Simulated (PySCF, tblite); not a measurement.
**C3H10OSi4: geometry, infrared bands and NMR shifts**

Aim: predict the infrared bands and NMR shifts of C3H10OSi4 (`CC#C[Si@H]1[SiH2][Si@H](O)[SiH2]1`).

The runs use tblite 0.8.0 and PySCF 2.14.0, with density-fitted response routines of our own; the level of theory stands in each step. All values are computed, except where a source is named. Atoms are numbered from 0 throughout.

### Step 1. The starting structure

18 atoms, charge 0, multiplicity 1; geometry from: force field or distance geometry start.

Bonds of the start (Å): C0–C1 1.47, C1–C2 1.19, C2–Si3 1.87, Si3–Si4 2.28, Si4–Si5 2.29, Si5–O6 1.65, Si5–Si7 2.30, Si7–Si3 2.28, C0–H8 1.10, C0–H9 1.09, C0–H10 1.09, Si3–H11 1.49, Si4–H12 1.49, Si4–H13 1.48, Si5–H14 1.49, O6–H15 0.98, Si7–H16 1.49, Si7–H17 1.49.

### Step 2. Geometry optimisation with GFN2-xTB

Job settings and geometry (Å):

```
{"job": {"kind": "relax", "xc": "GFN2-xTB", "basis": "xTB"}, "charge": 0, "multiplicity": 1}
C      0.709800    -1.064500     3.760600
C      0.884000    -0.823000     2.319100
C      1.054500    -0.639700     1.157000
Si     1.283100    -0.330600    -0.673200
Si    -0.476000    -1.118900    -1.891700
Si    -1.472900     0.907000    -1.503000
O     -2.319900     1.509000    -2.791000
Si     0.646500     1.771900    -1.278200
H     -0.199300    -0.567100     4.122400
H      1.546700    -0.677300     4.337400
H      0.604400    -2.133100     3.970000
H      2.621600    -0.754100    -1.162900
H     -0.132000    -1.323100    -3.323300
H     -1.196500    -2.281500    -1.317700
H     -2.297100     0.956500    -0.265500
H     -3.286900     1.581100    -2.672100
H      0.780600     2.810500    -0.220300
H      1.240800     2.183400    -2.579200
```

Started as:

```bash
$ OMP_NUM_THREADS=1 python probes_run.py task.json out
```

The driver reads the jobs from task.json and runs them one after another.

**Question.** This job is followed by: GFN2-xTB harmonic vibrations, gas phase; GIAO PBE0/pcSseg-1 NMR shielding, non-relativistic, gas phase. What will the session give for the following? strongest single infrared mode (GFN2-xTB); zero-point energy (GFN2-xTB); ¹³C shifts against TMS (PBE0/pcSseg-1); ¹H shifts against TMS (PBE0/pcSseg-1, means over atoms taken as alike); ²⁹Si shifts against TMS (PBE0/pcSseg-1, means over atoms taken as alike); ¹⁷O shifts against H2O (PBE0/pcSseg-1); surface potential, 1st and 99th percentile.

**Answer**, as computed:

```
                                                                quantity                                   value
                               strongest single infrared mode (GFN2-xTB)                    604 cm⁻¹, 755 km/mol
                                            zero-point energy (GFN2-xTB)                           67.9 kcal/mol
                                  ¹³C shifts against TMS (PBE0/pcSseg-1)                    119.8, 79.8, 6.7 ppm
  ¹H shifts against TMS (PBE0/pcSseg-1, means over atoms taken as alike)  6.74, 5.14, 4.34, 4.14, 2.07, 0.15 ppm
²⁹Si shifts against TMS (PBE0/pcSseg-1, means over atoms taken as alike)                  21.0, -80.5, -83.9 ppm
                                  ¹⁷O shifts against H2O (PBE0/pcSseg-1)                                 3.8 ppm
                                   surface potential, 1st and 99th percentile                      -1.22 V and 2.17 V
```

In words: Relaxing lowered the energy by 0.558 eV in 129 steps; the close pair that moved most is Si3–Si7, from 2.279 to 2.370 Å. The lowest mode is imaginary (31i cm⁻¹), so the xTB geometry is not a minimum. The strongest single mode, at 604 cm⁻¹, is carried by H16, H17, H11, H12. GFN2-xTB is a fitted tight-binding method: band positions and strengths are rough. Its intensities can rank the bands wrongly. At PBE0/pcSseg-1: The widest tensor belongs to C1: span 271 ppm, with a paramagnetic part of -209 ppm. At PBE0/pcSseg-1, counted by nearest atom on the grid, the HOMO lies on Si4 17 %; C1 16 %, the LUMO on Si5 16 %; Si3, Si4, Si7 about 11 % each.
